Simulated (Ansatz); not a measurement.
# CH6Ge (built from SMILES [CH3][GeH3]): single points off equilibrium

The task here is to estimate one member of a computed series from the others.

Program: Ansatz 0.2.0, Gaussian basis. Level of theory: single points in def2-TZVPP. These are calculated values, not measurements.

Correlated methods freeze the cores. Filled d shells of the heavier atoms are correlated.

## The system as given

8 atoms, charge 0, spin multiplicity 1.

Atoms are counted from 1 here; the program's logs count them from 0.

Bond lengths: Ge1–C3 2.379 Å, Ge1–H5 1.677 Å, Ge1–H6 1.642 Å, H2–C3 1.146 Å, C3–H7 1.076 Å, C3–H8 1.075 Å. Angles: C3–Ge1–H5 85.7°, C3–Ge1–H6 83.7°, H5–Ge1–H6 85.5°, Ge1–C3–H2 56.5°, Ge1–C3–H7 113.6°, Ge1–C3–H8 110.1°, H2–C3–H7 118.5°, H2–C3–H8 121.1°, H7–C3–H8 118.6°.

Geometry (Å):

```xyz
8
charge 0, multiplicity 1
Ge   -0.1951    0.6582    1.5126
H    -0.3660   -0.2033   -0.2738
C     0.7627   -0.3101   -0.4383
H    -0.3655   -0.5984   -1.1958
H    -1.5076   -0.3414    1.2093
H    -0.8947    1.6843    0.4391
H     1.2178   -1.2689   -0.2633
H     1.3173    0.4315   -0.9834
```

The first run:

File run/in.yaml:

```yaml
crystal:
  periodic: [false, false, false]
  atoms:
    - {symbol: Ge, position_ang: [-0.195100, 0.658200, 1.512600]}
    - {symbol: H, position_ang: [-0.366000, -0.203300, -0.273800]}
    - {symbol: C, position_ang: [0.762700, -0.310100, -0.438300]}
    - {symbol: H, position_ang: [-0.365500, -0.598400, -1.195800]}
    - {symbol: H, position_ang: [-1.507600, -0.341400, 1.209300]}
    - {symbol: H, position_ang: [-0.894700, 1.684300, 0.439100]}
    - {symbol: H, position_ang: [1.217800, -1.268900, -0.263300]}
    - {symbol: H, position_ang: [1.317300, 0.431500, -0.983400]}
basis:
  gaussian: {orbitals: def2-TZVPP}
correlation: {method: ccsd_t}
output: {forces: true}
```

No record of the launch command was kept for these runs.

Among the steps run: CCSD(T)/def2-TZVPP; PBE0-D4/def2-TZVPP; wB97M-V/def2-TZVPP; r2SCAN-D4/def2-TZVPP; PBE-D4/def2-TZVPP; HSE06-D4/def2-TZVPP; wB97X-V/def2-TZVPP.

One of the session's tables, all rows but one given; the rest of the session is left out.

```
   method  RMS force component (eV/Å)  angle to CCSD(T) forces (°)  dipole (D)
  CCSD(T)                       1.074                    reference        3.09
  PBE0-D4                       1.086                          4.1        3.14
  wB97M-V                       1.096                          3.9        3.04
r2SCAN-D4                       1.069                          3.1        3.23
   PBE-D4                       1.037                          9.9        3.09
 HSE06-D4                           ?                            ?           ?
  wB97X-V                       1.124                          3.9        3.13
```

**Question.** Estimate the row for HSE06-D4.

The run gave: RMS force component (eV/Å): 1.084; angle to CCSD(T) forces (°): 4.1; dipole (D): 3.14. In the column «RMS force component (eV/Å)» it lies between CCSD(T) (1.074) and PBE0-D4 (1.086).
